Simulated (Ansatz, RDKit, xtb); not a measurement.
**C3H3BF2O: which of the isomers drawn lies lowest?**

Which of a sample of isomers of C3H3BF2O is the most stable in the gas at 298.15 K, and what are its properties? The sample is small against all isomers, and the most stable one of this formula need not be in it.

Plan: many cheap relaxations first (GFN2-xTB), then density-functional screening, relaxation at B3LYP-D3(BJ)/def2-SVP, vibrations (at GFN2-xTB) and a final energy. The numbers are computed, not measured.

### Step 1. Possible bonding patterns

Isomers were taken from a list of plausible structures; this is a sample, not all of them. That gives 6 candidates.

```csv
label,SMILES,spin
c184,FB(F)[C@@H]1C=CO1,singlet
c344,FB(F)C1=CCO1,singlet
c615,O[C@@H]1C=C1B(F)F,singlet
c850,CC(=C=O)B(F)F,singlet
c922,O=C=CCB(F)F,singlet
c946,C=C(C=O)B(F)F,singlet
```

Candidates are built by distance geometry, with a force field where one applies, in up to four conformers (letters a to d).

### Step 2. Search with GFN2-xTB

All 11 starts are relaxed the same way. One of them, c946a (taken from a list of plausible isomers, embedded by distance geometry and UFF), in full:

File start.xyz:

```xyz
10
c946a
C     -0.510951    -0.397001    -0.232030
C      0.264088     0.165193    -1.142045
C      0.303398     1.653669    -1.250817
B      1.114761    -0.713220    -2.124573
F      1.061543    -2.170054    -2.072390
F      1.973878    -0.043161    -3.141073
O     -0.335050     2.353111    -0.505189
H     -1.147479     0.160647     0.390189
H     -0.623043    -1.487578    -0.130187
H      0.998663     2.087519    -2.005038
```

Run with:

```bash
$ xtb start.xyz --gfn 2 --opt
```

Output, cut to the lines that bear on the results:

```text
* xtb version 6.7.1
[...]
          :  # basis functions                  31          :
[...]
          :  # electrons                        38          :
[...]
          :  Hamiltonian                  GFN2-xTB          :
[...]
          :  net charge                          0          :
          :  unpaired electrons                  0          :
[...]
   *** convergence criteria satisfied after 12 iterations ***
[...]
   *** GEOMETRY OPTIMIZATION CONVERGED AFTER 11 ITERATIONS ***
[...]
   *** convergence criteria satisfied after 3 iterations ***
[...]
         ::                     SUMMARY                     ::
         :::::::::::::::::::::::::::::::::::::::::::::::::::::
         :: total energy             -22.752098306348 Eh    ::
         :: gradient norm              0.000116500351 Eh/a0 ::
         :: HOMO-LUMO gap              2.499452672100 eV    ::
         ::.................................................::
         :: SCC energy               -22.951412580243 Eh    ::
         :: -> isotropic ES            0.071733495776 Eh    ::
         :: -> anisotropic ES          0.000061807668 Eh    ::
         :: -> anisotropic XC          0.000597429509 Eh    ::
         :: -> dispersion             -0.005491072984 Eh    ::
         :: repulsion energy           0.199314273895 Eh    ::
         :: add. restraining           0.000000000000 Eh    ::
         :: total charge               0.000000000000 e     ::
         :::::::::::::::::::::::::::::::::::::::::::::::::::::
[...]
        19        2.0000           -0.4199333             -11.4270 (HOMO)
        20                         -0.3280801              -8.9275 (LUMO)
[...]
     #   Z          covCN         q      C6AA      α(0)
     1   6 C        2.847    -0.039    28.972     8.822
     2   6 C        2.860    -0.096    30.415     9.040
     3   6 C        2.768     0.207    23.608     7.957
     4   5 B        2.348     0.514    20.422     8.622
     5   9 F        0.723    -0.247    11.738     4.046
     6   9 F        0.723    -0.248    11.752     4.048
     7   8 O        0.856    -0.306    19.883     5.978
     8   1 H        0.926     0.101     1.778     2.085
     9   1 H        0.926     0.081     1.967     2.193
    10   1 H        0.923     0.034     2.537     2.491
[...]
     #   Z sym  total        # sym  WBO       # sym  WBO       # sym  WBO
 ---------------------------------------------------------------------------
     1   6 C    3.957 --     2 C    1.828     9 H    0.973     8 H    0.966
     2   6 C    3.982 --     1 C    1.828     3 C    1.031     4 B    1.016
     3   6 C    3.923 --     7 O    1.906     2 C    1.031    10 H    0.935
     4   5 B    3.275 --     5 F    1.089     6 F    1.088     2 C    1.016
     5   9 F    1.190 --     4 B    1.089
     6   9 F    1.190 --     4 B    1.088
     7   8 O    2.103 --     3 C    1.906
     8   1 H    0.990 --     1 C    0.966
     9   1 H    0.993 --     1 C    0.973
    10   1 H    0.999 --     3 C    0.935
 ---------------------------------------------------------------------------
[...]
molecular dipole:
                 x           y           z       tot (Debye)
 q only:       -0.276      -0.448       0.323
   full:       -0.158      -0.568       0.191       1.576
molecular quadrupole (traceless):
[...]
          | TOTAL ENERGY              -22.752098306348 Eh   |
          | GRADIENT NORM               0.000116500351 Eh/α |
          | HOMO-LUMO GAP               2.499452672100 eV   |
           -------------------------------------------------
[...]
```

Run time: 0.16 s. Hardware: 2 threads of Intel Xeon at 2.70GHz, shared host.

### Step 3. Distinct minima at GFN2-xTB

11 of the 11 relaxations converged; 2 ended on a minimum already found. 9 distinct structures remain:

```csv
label,start,SMILES after,spin,energy (kcal/mol)
c850a,drawn,CC(=C=O)B(F)F,singlet,0.0
c922b,drawn,O=C=CCB(F)F,singlet,11.8
c922c,drawn,O=C=CCB(F)F,singlet,12.3
c946a,drawn,C=C(C=O)B(F)F,singlet,22.4
c946b,drawn,C=C(C=O)B(F)F,singlet,23.3
c344a,drawn,FB(F)C1=CCO1,singlet,24.6
c184a,drawn,FB(F)[C@@H]1C=CO1,singlet,29.4
c615a,drawn,O[C@@H]1C=C1B(F)F,singlet,45.4
c615b,drawn,O[C@@H]1C=C1B(F)F,singlet,46.6
```

### Step 4. Screening with a density functional

A choice of the minima (the low ones first, few conformers of a pattern, up to a cap) and the lowest that fell apart get a single point at r2SCAN-D4/def2-SVP on the tight-binding geometry, and one at HF/STO-3G for comparison. The lowest singlets are also tried as triplets at the same geometry (label ending in t). The first, c850a:

File input.yaml:

```yaml
crystal:
  periodic: [false, false, false]
  atoms:
    - {symbol: C, position_ang: [2.027140, -1.395044, -2.425281]}
    - {symbol: C, position_ang: [1.297189, -0.348248, -1.594833]}
    - {symbol: C, position_ang: [0.702270, -0.695147, -0.485101]}
    - {symbol: B, position_ang: [1.257784, 1.109856, -2.060032]}
    - {symbol: F, position_ang: [1.852400, 1.497614, -3.174368]}
    - {symbol: F, position_ang: [0.641253, 2.075128, -1.398459]}
    - {symbol: O, position_ang: [0.171622, -0.982376, 0.500308]}
    - {symbol: H, position_ang: [1.563231, -1.473613, -3.405804]}
    - {symbol: H, position_ang: [1.996105, -2.364553, -1.937327]}
    - {symbol: H, position_ang: [3.063460, -1.095498, -2.561139]}
basis:
  gaussian:
    orbitals: def2-SVP
hamiltonian:
  xc: r2scan
  dispersion: d4
scf:
  lower_state_search: "off"
```

Run with:

```bash
$ ansatz run input.yaml --threads 2 --pin off --max-ram 4350MiB --events-out events.jsonl --progress --plain --runs-dir runs
```

Output, cut to the lines that bear on the results:

```text
Warning: RAYON_NUM_THREADS=2 ignored (pool sized by the plan → 2); use --threads N
Functional definition: r2SCAN
  name "r2SCAN"
[...]
1241 factors; their error is unknown
[...]
mean field -11305.79530862 eV, -415.4803142484 hartree, gradient 1.8e-6 eV, S^2 0.000000; 0 other end points of the search recorded, 0 dependent functions left out
reference -11305.79531711 eV, -415.4803145605 hartree; 26, 26 occupied and 87, 87 virtual orbitals, 1241 factors
Total energy: -11305.84681942 eV, -415.4822072353 hartree
Checks for a lower state left out: stability, starts, cluster_reference, orbital_swaps, neighbouring_geometries, increment
```

Wall time 2.5 s (2 threads of Intel Xeon at 2.70GHz, shared host); peak memory 0.14 GiB.

Relative energies in kcal/mol, each column from its lowest structure that stays in one piece:

```csv
label,SMILES,spin,GFN2-xTB,HF/STO-3G,r2SCAN-D4/def2-SVP
c850a,CC(=C=O)B(F)F,singlet,0.0,0.0,0.0
c946b,C=C(C=O)B(F)F,singlet,23.3,12.7,14.9
c922b,O=C=CCB(F)F,singlet,11.8,14.2,15.0
c946a,C=C(C=O)B(F)F,singlet,22.4,12.5,15.1
c922c,O=C=CCB(F)F,singlet,12.3,14.7,15.3
c344a,FB(F)C1=CCO1,singlet,24.6,15.2,40.3
c184a,FB(F)[C@@H]1C=CO1,singlet,29.4,20.9,44.5
c946bt,C=C(C=O)B(F)F,triplet,–,–,79.1
c922bt,O=C=CCB(F)F,triplet,–,–,86.8
c850at,CC(=C=O)B(F)F,triplet,–,–,87.4
```

### Step 5. Third filter: density-functional geometries

3 candidates are relaxed at B3LYP-D3(BJ)/def2-SVP (chosen among the lowest in one piece). The first, c850a:

input.yaml, as its differences from that of step 4:

```diff
@@ -14,8 +14,5 @@
 basis:
-  gaussian:
-    orbitals: def2-SVP
-hamiltonian:
-  xc: r2scan
-  dispersion: d4
-scf:
-  lower_state_search: "off"
+  gaussian: {orbitals: def2-SVP}
+scf: {lower_state_search: off}
+relax: {f_tol: 0.006}
+hamiltonian: {xc: {name: B3LYP}, dispersion: d3bj}
```

Run with:

```bash
$ ansatz run input.yaml --threads 2 --pin off --max-ram 4350MiB --events-out events.jsonl --progress --plain --runs-dir runs
```

Output, cut to the lines that bear on the results:

```text
Warning: RAYON_NUM_THREADS=2 ignored (pool sized by the plan → 2); use --threads N
[...]
Functional definition: B3LYP
  name "B3LYP"
[...]
1246 factors; integrals over basis functions are off by at most 2.8e-4 eV
[...]
mean field -11311.50403967 eV, -415.6901062451 hartree, gradient 2.5e-6 eV, S^2 0.000000; 0 other end points of the search recorded, 0 dependent functions left out
[...]
reference -11311.50425798 eV, -415.6901142678 hartree; 26, 26 occupied and 87, 87 virtual orbitals, 1246 factors
relax step   1: F+E_penalty+E_count = -11311.84313730 eV  Δ(F+E_penalty+E_count) = +0.000e0 eV  max|allowed force component| = 1.217e0 eV/Å  Δτ_max = 0.0000 Å  (16 SCF iters, accepted)
[...]
relax step   3: F+E_penalty+E_count = -11311.89304251 eV  Δ(F+E_penalty+E_count) = -7.489e-3 eV  max|allowed force component| = 1.136e-1 eV/Å  Δτ_max = 0.0301 Å  (23 SCF iters, accepted)
[...]
Atom 1 at     1.312122    -0.348909    -1.618434 Å, force    -0.000637     0.001435     0.000243 eV/Å
Atom 2 at     0.695742    -0.653174    -0.480877 Å, force     0.000233    -0.000127     0.000042 eV/Å
Atom 3 at     1.243524     1.117621    -2.046089 Å, force    -0.000114     0.001162    -0.001465 eV/Å
Atom 4 at     1.831407     1.513141    -3.168318 Å, force    -0.000606     0.000434     0.000714 eV/Å
Atom 5 at     0.608841     2.042979    -1.332954 Å, force     0.001083    -0.002089    -0.000766 eV/Å
Atom 6 at     0.153943    -0.901374     0.513089 Å, force     0.000219    -0.000921     0.000458 eV/Å
Atom 7 at     1.591492    -1.496878    -3.440225 Å, force     0.000936    -0.000232    -0.000615 eV/Å
Atom 8 at     1.999746    -2.399240    -1.961863 Å, force    -0.000471    -0.000305    -0.000037 eV/Å
Atom 9 at     3.097035    -1.136677    -2.568389 Å, force     0.000631    -0.001043    -0.000341 eV/Å
Dipole moment:     0.141880    -0.387050    -0.094130 e Å
Checks for a lower state left out: stability, starts, cluster_reference, orbital_swaps, neighbouring_geometries, increment
```

It took 31 s on 2 threads of Intel Xeon at 2.70GHz, shared host; peak memory 0.24 GiB.

Energy change by step (eV): 0.0000, -0.0424, -0.0499, -0.0499, -0.0508, -0.0509, -0.0510, -0.0510, -0.0510.

After the run. Bond lengths: C1–C2 1.524 Å, C2–C3 1.329 Å, C2–B4 1.529 Å, B4–F5 1.327 Å, B4–F6 1.330 Å, C3–O7 1.159 Å, C1–H8 1.101 Å, C1–H9 1.099 Å, C1–H10 1.101 Å. Some angles: C1–C2–C3 121.5°, C1–C2–B4 122.6°, C3–C2–B4 116.0°, C2–C3–O7 179.1°, C2–B4–F5 120.2°, C2–B4–F6 122.6°, F5–B4–F6 117.2°, C2–C1–H8 110.6°, C2–C1–H9 112.1°, C2–C1–H10 110.5°.

### Step 6. After refinement

```csv
label,spin,r2SCAN-D4/def2-SVP (kcal/mol),"B3LYP-D3(BJ)/def2-SVP, relaxed (kcal/mol)",time
c850a,singlet,0.0,0.0,31 s
c946b,singlet,14.9,12.3,29 s
c922b,singlet,15.0,14.0,60 s
```

c850a: Bond lengths: C1–C2 1.524 Å, C2–C3 1.329 Å, C2–B4 1.529 Å, B4–F5 1.327 Å, B4–F6 1.330 Å, C3–O7 1.159 Å, C1–H8 1.101 Å, C1–H9 1.099 Å, C1–H10 1.101 Å. Some angles: C1–C2–C3 121.5°, C1–C2–B4 122.6°, C3–C2–B4 116.0°, C2–C3–O7 179.1°, C2–B4–F5 120.2°, C2–B4–F6 122.6°, F5–B4–F6 117.2°, C2–C1–H8 110.6°, C2–C1–H9 112.1°, C2–C1–H10 110.5°.

c946b: Bond lengths: C1–C2 1.348 Å, C2–C3 1.490 Å, C2–B4 1.565 Å, B4–F5 1.327 Å, B4–F6 1.314 Å, C3–O7 1.206 Å, C1–H8 1.093 Å, C1–H9 1.097 Å, C3–H10 1.124 Å. Some angles: C1–C2–C3 117.7°, C1–C2–B4 120.0°, C3–C2–B4 122.2°, C2–C3–O7 125.3°, C2–B4–F5 119.3°, C2–B4–F6 123.6°, F5–B4–F6 117.1°, C2–C1–H8 121.8°, C2–C1–H9 121.3°, C2–C3–H10 113.7°.

c922b: Bond lengths: C1–C2 1.319 Å, C2–C3 1.514 Å, C3–B4 1.568 Å, B4–F5 1.324 Å, B4–F6 1.323 Å, C1–O7 1.167 Å, C2–H8 1.094 Å, C3–H9 1.103 Å, C3–H10 1.111 Å. Some angles: C1–C2–C3 124.1°, C2–C1–O7 179.4°, C2–C3–B4 114.3°, C3–B4–F5 120.9°, C3–B4–F6 122.4°, F5–B4–F6 116.6°, C1–C2–H8 115.7°, C3–C2–H8 120.3°, C2–C3–H9 111.8°, C2–C3–H10 111.3°.

(Part 1 of 2 ends here.)
